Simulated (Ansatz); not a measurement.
**F₂H₂Se₂Si: how energies converge with the basis set**

The task here is to estimate one member of a computed series from the others.

Program: Ansatz 0.2.0, Gaussian basis. Level of theory: one geometry, several basis sets. These are calculated values, not measurements.

Plan: PBE0-D4/def2-SVP; ωB97M-V/def2-SVP; PBE0-D4/def2-QZVPP; ωB97M-V/def2-QZVPP; the functionals' def2-TZVPP values are taken from earlier runs.

## The relaxed structure

The geometry comes from an earlier relaxation with PBE0-D4 in a triple-zeta def2 set; it is a stationary point, not always the lowest conformer.

SMILES `F[Si](F)([SeH])[SeH]`, 7 atoms, charge 0, spin multiplicity 1.

Atoms are counted from 1 here; the program's logs count them from 0.

Bond lengths: F1–Si2 1.585 Å, Si2–F3 1.585 Å, Si2–Se4 2.249 Å, Si2–Se5 2.249 Å, Se4–H6 1.469 Å, Se5–H7 1.469 Å. Angles: F1–Si2–F3 106.6°, F1–Si2–Se4 113.0°, F1–Si2–Se5 104.1°, F3–Si2–Se4 104.1°, F3–Si2–Se5 113.0°, Se4–Si2–Se5 116.0°, Si2–Se4–H6 91.2°, Si2–Se5–H7 91.2°.

The first run:

Contents of in.yaml:

```yaml
crystal:
  periodic: [false, false, false]
  atoms:
    - {symbol: F, position_ang: [1.266503, -0.660502, 1.466380]}
    - {symbol: Si, position_ang: [0.259416, -0.556723, 0.247272]}
    - {symbol: F, position_ang: [-0.020463, -2.039952, -0.235338]}
    - {symbol: Se, position_ang: [-1.766760, 0.214991, 0.843413]}
    - {symbol: Se, position_ang: [1.370392, 0.668701, -1.276025]}
    - {symbol: H, position_ang: [-1.227744, 1.566771, 1.042083]}
    - {symbol: H, position_ang: [0.179856, 0.738514, -2.133387]}
basis:
  gaussian: {orbitals: def2-SVP}
hamiltonian: {xc: pbe0, dispersion: d4}
output: {orbitals: {seedname: orbitals}}
```

Run with:

```console
ansatz run in.yaml --threads 4 --pin off --events-out ev --progress --plain --max-ram 10444MiB
```

Among the steps run: PBE0-D4 in def2-SVP; ωB97M-V in def2-SVP; PBE0-D4 in def2-QZVPP; ωB97M-V in def2-QZVPP.

One table of the session follows, with a row left open; its other results are not shown here.

It belongs to the step «Functionals by basis». 

```
functional       basis  HOMO (eV)
   PBE0-D4    def2-SVP      -7.53
   PBE0-D4  def2-TZVPP          ?
   PBE0-D4  def2-QZVPP      -7.62
   ωB97M-V    def2-SVP      -9.65
   ωB97M-V  def2-TZVPP      -9.73
   ωB97M-V  def2-QZVPP      -9.75
```

Estimate the missing values for PBE0-D4, def2-TZVPP.

The run gave: HOMO (eV): -7.60. In the column «HOMO (eV)» it lies between PBE0-D4, def2-QZVPP (-7.62) and PBE0-D4, def2-SVP (-7.53).
